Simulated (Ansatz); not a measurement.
# MgB26N27 (Qingsongite): the cost of one run

Program: Ansatz 0.2.0. Level of theory: DFT, PBE, plane-wave PAW, default files, scalar-relativistic, as far as a step names no other. These are calculated values, not measurements.

**1. The starting structure**

The structure is cubic, space group F-43m (No. 216). Conventional cell: a = 10.845 Å, b = 10.845 Å, c = 10.845 Å, α = 90.00°, β = 90.00°, γ = 90.00°. Mg (site symmetry -43m) is surrounded by 4 N at 1.57 Å. B (site symmetry m) has 4 N at 1.57 Å as nearest neighbours. B (site symmetry 3m) has 4 N at 1.57 Å as nearest neighbours. Around B (site symmetry 2mm) lie 4 N at 1.57 Å. Around N (site symmetry 3m) lie 1 Mg at 1.57 Å and 3 B at 1.57 Å. N (site symmetry 2mm) has 4 B at 1.57 Å as nearest neighbours. Around N (site symmetry m) lie 4 B at 1.57 Å. Only part of the 10 independent sites is listed.

Structure file:

```cif
data_structure
_symmetry_space_group_name_H-M 'P 1'
_symmetry_Int_Tables_number 1
_cell_length_a 7.6686
_cell_length_b 7.6686
_cell_length_c 7.6686
_cell_angle_alpha 60.000
_cell_angle_beta 60.000
_cell_angle_gamma 60.000
_cell_volume 318.88
loop_
_atom_site_label
_atom_site_type_symbol
_atom_site_fract_x
_atom_site_fract_y
_atom_site_fract_z
_atom_site_occupancy
Mg1 Mg 0.00000 0.00000 0.00000 1
B1 B 0.00000 0.00000 0.33333 1
B2 B 0.00000 0.00000 0.66667 1
B3 B 0.00000 0.33333 0.00000 1
B4 B 0.00000 0.33333 0.33333 1
B5 B 0.00000 0.33333 0.66667 1
B6 B 0.00000 0.66667 0.00000 1
B7 B 0.00000 0.66667 0.33333 1
B8 B 0.00000 0.66667 0.66667 1
B9 B 0.33333 0.00000 0.00000 1
B10 B 0.33333 0.00000 0.33333 1
B11 B 0.33333 0.00000 0.66667 1
B12 B 0.33333 0.33333 0.00000 1
B13 B 0.33333 0.33333 0.33333 1
B14 B 0.33333 0.33333 0.66667 1
B15 B 0.33333 0.66667 0.00000 1
B16 B 0.33333 0.66667 0.33333 1
B17 B 0.33333 0.66667 0.66667 1
B18 B 0.66667 0.00000 0.00000 1
B19 B 0.66667 0.00000 0.33333 1
B20 B 0.66667 0.00000 0.66667 1
B21 B 0.66667 0.33333 0.00000 1
B22 B 0.66667 0.33333 0.33333 1
B23 B 0.66667 0.33333 0.66667 1
B24 B 0.66667 0.66667 0.00000 1
B25 B 0.66667 0.66667 0.33333 1
B26 B 0.66667 0.66667 0.66667 1
N1 N 0.08333 0.08333 0.08333 1
N2 N 0.08333 0.08333 0.41667 1
N3 N 0.08333 0.08333 0.75000 1
N4 N 0.08333 0.41667 0.08333 1
N5 N 0.08333 0.41667 0.41667 1
N6 N 0.08333 0.41667 0.75000 1
N7 N 0.08333 0.75000 0.08333 1
N8 N 0.08333 0.75000 0.41667 1
N9 N 0.08333 0.75000 0.75000 1
N10 N 0.41667 0.08333 0.08333 1
N11 N 0.41667 0.08333 0.41667 1
N12 N 0.41667 0.08333 0.75000 1
N13 N 0.41667 0.41667 0.08333 1
N14 N 0.41667 0.41667 0.41667 1
N15 N 0.41667 0.41667 0.75000 1
N16 N 0.41667 0.75000 0.08333 1
N17 N 0.41667 0.75000 0.41667 1
N18 N 0.41667 0.75000 0.75000 1
N19 N 0.75000 0.08333 0.08333 1
N20 N 0.75000 0.08333 0.41667 1
N21 N 0.75000 0.08333 0.75000 1
N22 N 0.75000 0.41667 0.08333 1
N23 N 0.75000 0.41667 0.41667 1
N24 N 0.75000 0.41667 0.75000 1
N25 N 0.75000 0.75000 0.08333 1
N26 N 0.75000 0.75000 0.41667 1
N27 N 0.75000 0.75000 0.75000 1
```

Atom 1 of the input is the impurity.

**2. Single point at the given positions**

The input, input.yaml:

```yaml
crystal:
  lattice:
    - [0.0, 5.4225, 5.4225]
    - [5.4225, 0.0, 5.4225]
    - [5.4225, 5.4225, 0.0]
  atoms:
    - { symbol: Mg, position: [0.0, 0.0, 0.0] }
    - { symbol: B, position: [0.0, 0.0, 0.3333333333] }
    - { symbol: B, position: [0.0, 0.0, 0.6666666667] }
    - { symbol: B, position: [0.0, 0.3333333333, 0.0] }
    - { symbol: B, position: [0.0, 0.3333333333, 0.3333333333] }
    - { symbol: B, position: [0.0, 0.3333333333, 0.6666666667] }
    - { symbol: B, position: [0.0, 0.6666666667, 0.0] }
    - { symbol: B, position: [0.0, 0.6666666667, 0.3333333333] }
    - { symbol: B, position: [0.0, 0.6666666667, 0.6666666667] }
    - { symbol: B, position: [0.3333333333, 0.0, 0.0] }
    - { symbol: B, position: [0.3333333333, 0.0, 0.3333333333] }
    - { symbol: B, position: [0.3333333333, 0.0, 0.6666666667] }
    - { symbol: B, position: [0.3333333333, 0.3333333333, 0.0] }
    - { symbol: B, position: [0.3333333333, 0.3333333333, 0.3333333333] }
    - { symbol: B, position: [0.3333333333, 0.3333333333, 0.6666666667] }
    - { symbol: B, position: [0.3333333333, 0.6666666667, 0.0] }
    - { symbol: B, position: [0.3333333333, 0.6666666667, 0.3333333333] }
    - { symbol: B, position: [0.3333333333, 0.6666666667, 0.6666666667] }
    - { symbol: B, position: [0.6666666667, 0.0, 0.0] }
    - { symbol: B, position: [0.6666666667, 0.0, 0.3333333333] }
    - { symbol: B, position: [0.6666666667, 0.0, 0.6666666667] }
    - { symbol: B, position: [0.6666666667, 0.3333333333, 0.0] }
    - { symbol: B, position: [0.6666666667, 0.3333333333, 0.3333333333] }
    - { symbol: B, position: [0.6666666667, 0.3333333333, 0.6666666667] }
    - { symbol: B, position: [0.6666666667, 0.6666666667, 0.0] }
    - { symbol: B, position: [0.6666666667, 0.6666666667, 0.3333333333] }
    - { symbol: B, position: [0.6666666667, 0.6666666667, 0.6666666667] }
    - { symbol: "N", position: [0.0833333333, 0.0833333333, 0.0833333333] }
    - { symbol: "N", position: [0.0833333333, 0.0833333333, 0.4166666667] }
    - { symbol: "N", position: [0.0833333333, 0.0833333333, 0.75] }
    - { symbol: "N", position: [0.0833333333, 0.4166666667, 0.0833333333] }
    - { symbol: "N", position: [0.0833333333, 0.4166666667, 0.4166666667] }
    - { symbol: "N", position: [0.0833333333, 0.4166666667, 0.75] }
    - { symbol: "N", position: [0.0833333333, 0.75, 0.0833333333] }
    - { symbol: "N", position: [0.0833333333, 0.75, 0.4166666667] }
    - { symbol: "N", position: [0.0833333333, 0.75, 0.75] }
    - { symbol: "N", position: [0.4166666667, 0.0833333333, 0.0833333333] }
    - { symbol: "N", position: [0.4166666667, 0.0833333333, 0.4166666667] }
    - { symbol: "N", position: [0.4166666667, 0.0833333333, 0.75] }
    - { symbol: "N", position: [0.4166666667, 0.4166666667, 0.0833333333] }
    - { symbol: "N", position: [0.4166666667, 0.4166666667, 0.4166666667] }
    - { symbol: "N", position: [0.4166666667, 0.4166666667, 0.75] }
    - { symbol: "N", position: [0.4166666667, 0.75, 0.0833333333] }
    - { symbol: "N", position: [0.4166666667, 0.75, 0.4166666667] }
    - { symbol: "N", position: [0.4166666667, 0.75, 0.75] }
    - { symbol: "N", position: [0.75, 0.0833333333, 0.0833333333] }
    - { symbol: "N", position: [0.75, 0.0833333333, 0.4166666667] }
    - { symbol: "N", position: [0.75, 0.0833333333, 0.75] }
    - { symbol: "N", position: [0.75, 0.4166666667, 0.0833333333] }
    - { symbol: "N", position: [0.75, 0.4166666667, 0.4166666667] }
    - { symbol: "N", position: [0.75, 0.4166666667, 0.75] }
    - { symbol: "N", position: [0.75, 0.75, 0.0833333333] }
    - { symbol: "N", position: [0.75, 0.75, 0.4166666667] }
    - { symbol: "N", position: [0.75, 0.75, 0.75] }
total_charge: -1
kpoints:
  mp_grid: { grid: [3, 3, 3] }
scf:
  occupations: { method: fermi_dirac, width: 0.01 }
hamiltonian:
  xc: pbe
  pseudopotentials: { kind: paw }
output:
  forces: true
  stress: true
  populations: true
  efg:
    quadrupole_moments_barn: { Mg: 0.1994, B: 0.04059, "N": 0.02044 }
    contact_densities: true
  write_density: true
  write_potential: true
  elf: true
  volumetric_format: npy
```

Command:

```sh
$ ansatz run input.yaml --threads 1 --pin off --max-ram 3072MiB --backend cpu --events-out ev --progress --plain --runs-dir out
```

**Question.** How long does this run take on 1 thread of Arm Neoverse V1, shared host, and how much memory does it need?

About 47 s, with a peak of 0.68 GiB.
